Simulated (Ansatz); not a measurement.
# CHBBr− (SMILES [CH-]=BBr): single points off equilibrium

One table from this session's results is given with a row withheld; the runs are named, their logs left out.

The runs use Ansatz 0.2.0, Gaussian basis; single points in def2-TZVPPD.

Correlated methods freeze the cores. Filled d shells of the heavier atoms are correlated.

### The system as given

SMILES `[CH-]=BBr`, 4 atoms, charge -1, spin multiplicity 1.

Atoms are counted from 1 here; the program's logs count them from 0.

Bond lengths: C1–B2 1.415 Å, C1–H4 1.058 Å, B2–Br3 2.027 Å. Angles: B2–C1–H4 178.5°, C1–B2–Br3 176.7°.

Geometry (Å):

```
atom    x (Å)    y (Å)    z (Å)
  C1  -0.5009   0.6189  -0.5385
  B2   0.2080  -0.2846   0.2879
 Br3   1.2683  -1.6272   1.3749
  H4  -1.0441   1.2728  -1.1690
```

The first run:

File run/in.yaml:

```yaml
crystal:
  periodic: [false, false, false]
  atoms:
    - {symbol: C, position_ang: [-0.500900, 0.618900, -0.538500]}
    - {symbol: B, position_ang: [0.208000, -0.284600, 0.287900]}
    - {symbol: Br, position_ang: [1.268300, -1.627200, 1.374900]}
    - {symbol: H, position_ang: [-1.044100, 1.272800, -1.169000]}
basis:
  gaussian: {orbitals: "def2-TZVPPD.json"}
total_charge: -1
correlation: {method: ccsd_t}
output: {forces: true}
```

The basis file named in the input lies beside it (Basis Set Exchange, JSON).

No record of the launch command was kept for these runs.

Steps of the session up to this table: CCSD(T)/def2-TZVPPD; PBE0-D4/def2-TZVPPD; wB97M-V/def2-TZVPPD; r2SCAN-D4/def2-TZVPPD; PBE-D4/def2-TZVPPD; CAM-B3LYP-D4/def2-TZVPPD; r2SCANh-D4/def2-TZVPPD.

One of the session's tables, all rows but one given; the rest of the session is left out.

| method | RMS force component (eV/Å) | angle to CCSD(T) forces (°) |
| --- | --- | --- |
| CCSD(T) | 1.768 | reference |
| PBE0-D4 | 2.094 | 2.4 |
| wB97M-V | 2.199 | 5.0 |
| r2SCAN-D4 | 1.994 | 2.3 |
| PBE-D4 | 1.856 | 2.0 |
| CAM-B3LYP-D4 | 2.286 | 5.2 |
| r2SCANh-D4 | ? | ? |

Estimate the missing values for r2SCANh-D4.

The run gave: RMS force component (eV/Å): 2.065; angle to CCSD(T) forces (°): 3.0. In the column «RMS force component (eV/Å)» it lies between r2SCAN-D4 (1.994) and PBE0-D4 (2.094).
